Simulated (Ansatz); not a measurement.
# ClH5OSi2: the cost of one run

All numbers below are computed with Ansatz 0.2.0 (RKS r2SCAN-D4/def2-SVP).

## 1. The system as given

Bond lengths: Si1–Cl2 2.130 Å, Si1–H3 1.460 Å, Si1–H4 1.459 Å, Si1–O5 1.679 Å, O5–Si6 1.680 Å, Si6–H7 1.460 Å, Si6–H8 1.460 Å, Si6–H9 1.460 Å. Angles: Cl2–Si1–H3 109.5°, Cl2–Si1–H4 109.5°, Cl2–Si1–O5 109.5°, H3–Si1–H4 109.5°, H3–Si1–O5 109.5°, H4–Si1–O5 109.5°, Si1–O5–Si6 125.0°, O5–Si6–H7 109.5°, O5–Si6–H8 109.5°, O5–Si6–H9 109.5°, H7–Si6–H8 109.4°, H7–Si6–H9 109.4°, H8–Si6–H9 109.4°.

Coordinates:

```xyz
9

Si    0.0000    0.0000    0.0000
Cl    0.0000    0.0000    2.1300
H     1.3768    0.0000   -0.4862
H    -0.6877    1.1914   -0.4862
O    -0.7913   -1.3709   -0.5594
Si   -1.6730   -2.4329    0.3983
H    -1.2634   -2.2870    1.7920
H    -3.0964   -2.1323    0.2761
H    -1.4264   -3.8036   -0.0398
```

## 2. Preparing the start

input.yaml reads:

```yaml
crystal:
  periodic: [false, false, false]
  atoms:
    - { symbol: Si, position_ang: [0.0, 0.0, 0.0] }
    - { symbol: Cl, position_ang: [0.0, 0.0, 2.13] }
    - { symbol: H, position_ang: [1.3768, 0.0, -0.4862] }
    - { symbol: H, position_ang: [-0.6877, 1.1914, -0.4862] }
    - { symbol: O, position_ang: [-0.7913, -1.3709, -0.5594] }
    - { symbol: Si, position_ang: [-1.673, -2.4329, 0.3983] }
    - { symbol: H, position_ang: [-1.2634, -2.287, 1.792] }
    - { symbol: H, position_ang: [-3.0964, -2.1323, 0.2761] }
    - { symbol: H, position_ang: [-1.4264, -3.8036, -0.0398] }
basis:
  gaussian: { orbitals: def2-SVP }
hamiltonian:
  xc: r2scan
  dispersion: d4
relax:
  f_tol: 0.02
  max_steps: 40
```

The run is started by

```sh
$ ansatz run input.yaml --threads 2 --pin off --max-ram 3072MiB --backend cpu --events-out ev --progress --plain --runs-dir out
```

What time and memory should one allow on 2 threads of Arm Neoverse V1, shared host?

About 77 s, with a peak of 0.15 GiB.
